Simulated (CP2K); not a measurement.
# AlSn under changes of volume

One of the cells (25.236 Å³/atom); the others are scaled copies at fixed shape and fractional positions:

```xyz
2
Lattice="4.1981 0.0000 0.0000 -2.0991 3.6357 0.0000 0.0000 0.0000 3.3068" Properties=species:S:1:pos:R:3 pbc="T T T"
Sn    0.0000    2.4238    1.6534
Al    0.0000    0.0000    0.0000
```

The cell comes from a database or a generator and needn't be the stable form of this composition.

- Program: CP2K 2026.2
- Functional: PBE
- Potentials or basis: POTENTIAL_UZH Sn GTH-PBE-q4, Al GTH-PBE-q3; TZVP-MOLOPT-PBE-GTH basis
- Density cutoff: 6123 eV
- k mesh: 7 × 7 × 8
- Occupations: fermi-dirac, width 0.05 eV
- Spin: no spin polarisation

```tsv
volume (Å³/atom)	energy over the lowest point (meV/atom)	pressure (GPa)
23.722	27.54	4.7
24.227	14.74	3.3
24.731	?	?
25.236	1.38	0.9
25.741	0.00	-0.1
26.245	1.65	-1.0
26.750	5.91	-1.7
```

Problem. What does the run at 24.731 Å³/atom give?

Solution. Energy over the lowest point 6.16 meV/atom; pressure 2.1 GPa.

Worked out: A Birch-Murnaghan fit of order 3 (a polynomial in V^(-2/3)) to the other rows has its minimum at 25.71 Å³/atom with B0 = V·E''(V) = 49 GPa and B' = 4.9 at fixed shape and positions, which overstates the stiffness. It gives 6.17 meV/atom at 24.731 Å³/atom, against the run's 6.16, and -dE/dV = 2.1 GPa, against 2.1.

Energies are extrapolated to zero smearing.

Caveats: the basis of atomic orbitals isn't converged, which shifts pressures, moduli and gaps.
